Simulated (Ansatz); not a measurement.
# BrH3OSi: the cost of one run

Method: PBE0-D4/def2-TZVP structures, single points in def2-TZVPP, no counterpoise correction; program: Ansatz 0.2.0, Gaussian basis.

Levels: SPW92, PBE-D4, BLYP-D4, r2SCAN-D4, B97M-V, PBE0-D4, B3LYP-D4, r2SCAN0-D4, BHLYP-D4, CAM-B3LYP-D4, wB97X-V, wB97M-V, B2PLYP, PBE-QIDH, RPA on PBE, Hartree-Fock, MP2, CCSD, CCSD(T).

Cores are frozen in the correlated methods. Filled d shells of the heavier atoms are correlated. B3LYP uses VWN-RPA correlation. B2PLYP carries no dispersion term here.

94 further runs of the same task are left out: 94 set aside as unsound or not needed. Runs told in other sessions of the task aren't counted.

**1. Where the work starts**

The complex: 8 atoms, charge 0, spin multiplicity 1.

Atoms are counted from 1 here; the program's logs count them from 0.

Bond lengths: Si1–H3 1.474 Å, Si1–H4 1.481 Å, Si1–O5 1.633 Å, Si1–Br7 2.225 Å, H2–H6 0.747 Å, O5–H8 0.959 Å. Angles: H3–Si1–H4 112.7°, H3–Si1–O5 106.4°, H3–Si1–Br7 108.5°, H4–Si1–O5 112.3°, H4–Si1–Br7 105.7°, O5–Si1–Br7 111.3°, Si1–O5–H8 118.5°.

Geometry (Å):

```xyz
8
BrH5OSi
Si   -0.2033    0.6672    0.4661
H     0.7968   -1.7811   -2.8848
H     0.8166    0.6182   -0.5970
H    -1.2778    1.6460    0.1835
O     0.5913    1.0024    1.8526
H     0.3916   -1.8651   -2.2631
Br   -1.2083   -1.3148    0.5713
H     0.0932    1.0272    2.6713
```

Its parts: BrH3OSi holds atoms 1, 3, 4, 5, 7, 8; H2 holds atoms 2, 6. Each part counts its atoms afresh in its own runs.

**2. Relaxing BrH3OSi alone**

Contents of relax-a/in.yaml:

```yaml
crystal:
  periodic: [false, false, false]
  atoms:
    - {symbol: Si, position_ang: [-0.203329, 0.667166, 0.466061]}
    - {symbol: H, position_ang: [0.816581, 0.618212, -0.596979]}
    - {symbol: H, position_ang: [-1.277842, 1.646047, 0.183539]}
    - {symbol: O, position_ang: [0.591283, 1.002371, 1.852579]}
    - {symbol: Br, position_ang: [-1.208295, -1.314801, 0.571259]}
    - {symbol: H, position_ang: [0.093177, 1.027222, 2.671329]}
basis:
  gaussian: {orbitals: def2-TZVP}
hamiltonian: {xc: pbe0, dispersion: d4}
relax: {f_tol: 0.005, max_steps: 200}
```

Launch:

```sh
ansatz run in.yaml --threads 4 --pin off --events-out ev --progress --plain --max-ram 9574MiB
```

**Question.** How long does this run take on 4 threads of Arm Neoverse V2, shared host?

About 6.5 s.
